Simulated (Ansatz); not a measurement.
# AgI (SMILES [Ag][I]) at PBE/def2-TZVPPD (core potential)

What is the energy change on altering one bond length of AgI at PBE/def2-TZVPPD (core potential)? 

The results are computed with Ansatz 0.2.0.

16 further runs of the same task are left out: 16 set aside as unsound or not needed.

**1. The system as given**

AgI: 2 atoms, total charge 0, spin state singlet. As SMILES, `[Ag][I]`. Geometry: the measured bond length.

Bond lengths: Ag1–I2 2.545 Å.

**2. The energy at PBE/def2-TZVPPD (core potential)**

The input, run.yaml:

```yaml
crystal:
  periodic: [false, false, false]
  atoms:
    - {symbol: Ag, position_ang: [0.000000, 0.000000, 0.000000]}
    - {symbol: I, position_ang: [0.000000, 0.000000, 2.544621]}
basis:
  gaussian: {orbitals: def2-TZVPPD.json}
hamiltonian: {xc: pbe}
accuracy: high
output: {orbitals: {seedname: orbitals}}
```

The basis set def2-TZVPPD is read from a file made from the Basis Set Exchange's data (not shown).

Launch:

```bash
$ ansatz run run.yaml --threads 1 --pin off --max-ram 3480MiB --events-out events.jsonl --progress --plain --runs-dir runs
```

The log of the run:

```text
Warning: RAYON_NUM_THREADS=1 ignored (pool sized by the plan → 1); use --threads N
Functional definition: PBE
  name "PBE"
  parameter kappa = 0.804
  parameter beta = 0.06672455060314922
  exchange = pbe_x(kappa = kappa, mu = beta*pi^2/3)
  correlation = pbe_c(beta = beta)
1775 factors; integrals over basis functions are off by at most 3.4e-9 eV
mean field evaluation 1: about -12100.7645 eV, gradient 2.8e1 eV
mean field evaluation 2: about -12096.5671 eV, gradient 5.9e1 eV
mean field evaluation 4: about -12102.1411 eV, gradient 2.5e0 eV
mean field evaluation 8: about -12102.1580 eV, gradient 2.2e-1 eV
mean field evaluation 16: about -12102.1581 eV, gradient 3.9e-6 eV
mean field -12102.15810777 eV, -444.7461073232 hartree, gradient 2.6e-8 eV, S^2 0.000000; 0 other end points of the search recorded, 0 dependent functions left out
reference -12102.15811212 eV, -444.7461074830 hartree; 22, 22 occupied and 93, 93 virtual orbitals, 1775 factors
Total energy: -12102.15811212 eV, -444.7461074830 hartree
```

Run time: 6.9 s. Hardware: 1 thread of Arm Neoverse V2, shared host; peak memory 0.28 GiB.

**3. The distorted shape**

The input, run.yaml:

```yaml
basis:
  gaussian:
    orbitals: def2-TZVPPD.json
crystal:
  periodic: [false, false, false]
  atoms:
    - {symbol: Ag, position_ang: [0.000000, 0.000000, -3.053579]}
    - {symbol: I, position_ang: [0.000000, 0.000000, 2.544621]}
hamiltonian:
  xc: {name: PBE}
accuracy: high
output:
  orbitals: {seedname: orbitals}
```

The basis set def2-TZVPPD is read from a file made from the Basis Set Exchange's data (not shown).

Launch:

```bash
$ ansatz run run.yaml --threads 1 --pin off --max-ram 3480MiB --events-out events.jsonl --progress --plain --runs-dir runs
```

The log of the run:

```text
Warning: RAYON_NUM_THREADS=1 ignored (pool sized by the plan → 1); use --threads N
Functional definition: PBE
  name "PBE"
  parameter kappa = 0.804
  parameter beta = 0.06672455060314922
  exchange = pbe_x(kappa = kappa, mu = beta*pi^2/3)
  correlation = pbe_c(beta = beta)
1622 factors; integrals over basis functions are off by at most 2.0e-8 eV
mean field evaluation 1: about -12095.3164 eV, gradient 2.9e1 eV
mean field evaluation 2: about -11929.9070 eV, gradient 8.4e1 eV
mean field evaluation 4: about -12087.3735 eV, gradient 3.0e1 eV
mean field evaluation 8: about -12099.5601 eV, gradient 1.4e-2 eV
mean field evaluation 16: about -12088.6193 eV, gradient 2.4e1 eV
mean field evaluation 32: about -12099.3192 eV, gradient 5.2e-1 eV
mean field evaluation 64: about -12099.4999 eV, gradient 5.8e-1 eV
mean field -12099.56007111 eV, -444.6506312370 hartree, gradient 1.8e-8 eV, S^2 0.000000; 5 other end points of the search recorded, 0 dependent functions left out
reference -12099.56007562 eV, -444.6506314027 hartree; 22, 22 occupied and 93, 93 virtual orbitals, 1622 factors
Total energy: -12099.56007562 eV, -444.6506314027 hartree
```

It took 18 s on 1 thread of Arm Neoverse V2, shared host; peak memory 0.24 GiB.

**4. What came out**

At PBE/def2-TZVPPD (core potential):

| quantity | value |
| --- | --- |
| first shape: total energy | -444.74611 Eh |
| first shape: HOMO energy | -5.87 eV |
| first shape: LUMO energy | -3.91 eV |
| first shape: HOMO–LUMO gap | 1.96 eV |
| distorted shape: total energy | -444.65063 Eh |
| energy change with the Ag1–I2 bond stretched from 2.545 to 5.598 Å | 2.598 eV |

In words: One bond (distorted shape) is far stretched, which a spin-restricted single reference describes badly; a broken-symmetry solution may lie lower. With the Ag1–I2 bond stretched from 2.545 to 5.598 Å the energy rises by 2.60 eV (60 kcal/mol). The first shape isn't relaxed at this level, so the change isn't measured from a minimum. A restricted reference can't describe the breaking bond well at this length.
